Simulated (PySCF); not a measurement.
**C4H5F2N: electronic excitations and core binding energies**

What electronic excitations and core binding energies should C4H5F2N (`[H]/N=C\C=C/C(F)F`) show?

Programs: PySCF 2.14.0, with density-fitted response routines of our own. Each step states its level of theory. These are calculated values for one molecule in the gas phase, unless marked as measured. Atoms count from 0, in the outputs and in this text.

**1. The starting structure**

12 atoms, charge 0, multiplicity 1; geometry from: GFN2-xTB.

Bonds of the start (Å): N0–C1 1.26, C1–C2 1.46, C2–C3 1.33, C3–C4 1.50, C4–F5 1.35, C4–F6 1.36, N0–H7 1.02, C1–H8 1.09, C2–H9 1.08, C3–H10 1.08, C4–H11 1.10.

**2. TDDFT and polarisability: CAM-B3LYP/def2-SVPD**

Job settings and geometry (Å):

```
{"job": {"kind": "uv", "xc": "CAM-B3LYP", "basis": "def2-SVPD", "nstates": 8, "ntriplets": 3}, "charge": 0, "multiplicity": 1}
N      2.522324     0.081420    -0.925064
C      1.296273     0.151935    -0.650248
C      0.602175    -0.570290     0.413947
C     -0.692290    -0.456895     0.702788
C     -1.649193     0.447636    -0.017047
F     -2.886785     0.344307     0.521205
F     -1.294442     1.754841     0.100252
H      3.063527    -0.541029    -0.323919
H      0.704351     0.818795    -1.268452
H      1.213031    -1.245365     1.001615
H     -1.139907    -1.012952     1.513947
H     -1.737864     0.226912    -1.095051
```

With the program's defaults for keys left out, this is: TDDFT CAM-B3LYP/def2-SVPD, vertical, gas phase, core orbitals frozen in the response.

**Question.** This job is followed by: delta-SCF UKS SCAN, pcX-2 on the ionised atom, pcseg-1 elsewhere, spin-free X2C. What will the session give for the following? lowest singlet (CAM-B3LYP/def2-SVPD); brightest single state of those computed; lowest triplet; C1s binding energies, SCAN/pcX-2 (standing for 3 of 4 atoms); N1s binding energies, SCAN/pcX-2; F1s binding energies, SCAN/pcX-2.

As calculated:

```
                                                    quantity                               value
                        lowest singlet (CAM-B3LYP/def2-SVPD)         4.45 eV (279 nm), f = 0.003
                    brightest single state of those computed         state 2, 6.19 eV, f = 0.561
                                              lowest triplet                             3.46 eV
C1s binding energies, SCAN/pcX-2 (standing for 3 of 4 atoms)  C4 296.01, C2 291.50, C3 291.30 eV
                            N1s binding energies, SCAN/pcX-2                        N0 404.66 eV
                            F1s binding energies, SCAN/pcX-2                        F5 693.41 eV
```

**Reading.** The lowest singlet, at 4.45 eV, is HOMO→LUMO 0.93 and is weak; of the 8 states computed, the strongest absorption comes from state 2 at 6.19 eV. The lowest triplet lies 0.98 eV below the lowest singlet (triplets in Tamm-Dancoff, singlets in full TDDFT). C4 (allylic sp3 CH bonded to 2 F) binds its C1s electron 4.71 eV more tightly than C3 (alkene CH). Only 3 of the 4 C atoms are covered by sound results.
